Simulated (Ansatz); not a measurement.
**H₆NOSbSi: how energies converge with the basis set**

How large a basis does H₆NOSbSi need? Two functionals are run in growing sets.

Method: one geometry, several basis sets; program: Ansatz 0.2.0, Gaussian basis.

The runs, in order: PBE0-D4/def2-SVP; ωB97M-V/def2-SVP; PBE0-D4/def2-QZVPP; ωB97M-V/def2-QZVPP; the functionals' def2-TZVPP values are taken from earlier runs.

## 1. The geometry

All runs share one geometry, relaxed beforehand with PBE0-D4 in a triple-zeta def2 set. Sb takes the def2 core potential; no spin-orbit term is included.

SMILES `N[SiH](O)[SbH2]`, 10 atoms, charge 0, spin multiplicity 1.

Atoms are counted from 1 here; the program's logs count them from 0.

Bond lengths: N1–Si2 1.715 Å, N1–H5 1.008 Å, N1–H6 1.008 Å, Si2–O3 1.650 Å, Si2–Sb4 2.576 Å, Si2–H7 1.491 Å, O3–H8 0.960 Å, Sb4–H9 1.711 Å, Sb4–H10 1.711 Å. Angles: Si2–N1–H5 118.8°, Si2–N1–H6 120.8°, H5–N1–H6 111.1°, N1–Si2–O3 110.6°, N1–Si2–Sb4 118.3°, N1–Si2–H7 104.1°, O3–Si2–Sb4 101.3°, O3–Si2–H7 112.5°, Sb4–Si2–H7 110.4°, Si2–O3–H8 115.5°, Si2–Sb4–H9 89.9°, Si2–Sb4–H10 90.4°, H9–Sb4–H10 91.1°.

## 2. PBE0-D4 in def2-SVP

Contents of in.yaml:

```yaml
crystal:
  periodic: [false, false, false]
  atoms:
    - {symbol: N, position_ang: [-1.201593, -0.243843, -0.809801]}
    - {symbol: Si, position_ang: [0.337083, -0.566597, -0.125157]}
    - {symbol: O, position_ang: [0.200303, -1.620649, 1.136304]}
    - {symbol: Sb, position_ang: [1.615874, 1.379017, 0.976870]}
    - {symbol: H, position_ang: [-1.276583, -0.141169, -1.809331]}
    - {symbol: H, position_ang: [-1.865864, 0.345418, -0.333289]}
    - {symbol: H, position_ang: [1.126533, -1.130941, -1.257016]}
    - {symbol: H, position_ang: [-0.390852, -2.363617, 0.991678]}
    - {symbol: H, position_ang: [0.153959, 1.953830, 1.654588]}
    - {symbol: H, position_ang: [1.384337, 2.337351, -0.421944]}
basis:
  gaussian: {orbitals: def2-SVP}
hamiltonian: {xc: pbe0, dispersion: d4}
output: {orbitals: {seedname: orbitals}}
```

The runs that follow: ωB97M-V in def2-SVP; PBE0-D4 in def2-QZVPP; ωB97M-V in def2-QZVPP.

Before running them: what should the planned runs give, taken together? Wanted: PBE0-D4: double and triple zeta above quadruple; ωB97M-V: double and triple zeta above quadruple.

**Answer**, as computed:

| quantity | value |
| --- | --- |
| PBE0-D4: double and triple zeta above quadruple | 8.32, 0.55 eV |
| ωB97M-V: double and triple zeta above quadruple | 8.48, 0.53 eV |

What this shows: For PBE0-D4 the step from double to triple zeta gains 7.77 eV and the next only 0.55 eV. Total energies overstate the basis error of differences, where much of it tends to cancel. The LUMO of ωB97M-V is positive and keeps falling with the basis (2.03 to 1.27 eV): an unbound level that the basis holds in place.
